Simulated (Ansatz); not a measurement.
## H7NOSSi2, SMILES N[SiH](S)O[SiH3]: a ladder of methods at one geometry, step by step

Program: Ansatz's Python interface.

Typed at the interpreter:
```pycon
>>> from dataclasses import dataclass
>>> from pathlib import Path
>>> import ansatz as az
>>> import numpy as np
>>> @dataclass
... class RunConfig:
...     basis_set: str = "def2-SVP"
...
>>> cfg = RunConfig()
>>> geometry = (
...     az.Crystal.molecule()
...     .atom("N", (-1.7897, 0.0882, 1.1968))
...     .atom("Si", (-0.2644, -0.3183, 0.7863))
...     .atom("S", (0.9527, 0.8044, 2.0645))
...     .atom("O", (0.0135, 0.1764, -0.7708))
...     .atom("Si", (1.0393, -0.0444, -2.004))
...     .atom("H", (-2.4602, -0.2302, 0.4755))
...     .atom("H", (-1.874, 1.1453, 1.0907))
...     .atom("H", (-0.0718, -1.7549, 0.945))
...     .atom("H", (0.4358, 0.3772, 3.2568))
...     .atom("H", (1.1465, -1.4785, -2.2886))
...     .atom("H", (0.5664, 0.6984, -3.1674))
...     .atom("H", (2.3829, 0.4811, -1.5509))
... )
>>> calc = geometry.calculation().basis(gaussian=cfg.basis_set)
>>> print("functional    E (Ha)        dipole (D)   HOMO (eV)  LUMO (eV)")
functional    E (Ha)        dipole (D)   HOMO (eV)  LUMO (eV)
>>> for name in ["r2scan0", "revpbe", "r2scan", "blyp", "lda"]:
...     rep = calc.functional(name).forces().orbitals().run(threads=1, runs_dir="runs").report
...     lines = Path(rep["orbitals_path"]).read_text().splitlines()
...     field_of = lambda key: [line.split("=")[1].strip() for line in lines if line.startswith(key)]
...     orbitals = [(27.211386 * float(e), s, float(n)) for e, s, n in zip(field_of("Ene="), field_of("Spin="), field_of("Occup="))]
...     homo = max(e for e, _, n in orbitals if n > 0.5)
...     lumo = min(e for e, _, n in orbitals if n < 0.5)
...     dipole = 4.803205 * np.linalg.norm(rep["charge_distribution"]["dipole_moment_e_ang"])
...     print(f"{name:10s} {rep['free_energy_ev'] / 27.211386246:14.6f} {dipole:9.3f} {homo:11.3f} {lumo:10.3f}")
...
r2scan0      -1110.898592     1.721      -7.555      0.563
revpbe       -1110.818729     1.649      -6.017     -0.446
r2scan       -1110.924985     1.718      -6.396     -0.209
blyp         -1111.003265     1.559      -5.805     -0.376
lda          -1106.339433     1.629      -6.093     -0.752
```

Reading the output:
- Total energies depend on the basis set; only differences at equal settings carry meaning.
- The geometry is a force-field or estimated start, not a minimum of this method, and the basis set is short of its limit. A lower total doesn't mark the better method: functionals have no common bound, and MP2 and coupled cluster aren't variational.
- Levels such as HOMO and LUMO are orbital energies: with these approximate functionals they aren't the ionisation energy and electron affinity, and their gap isn't the fundamental gap.
- Timing: 11 s on 1 thread of AMD EPYC 9R45 96-Core Processor (Zen 5), on a shared host, peak memory 0.35 GiB.

(Lines on the test bed's own set-up are left out of the output.)
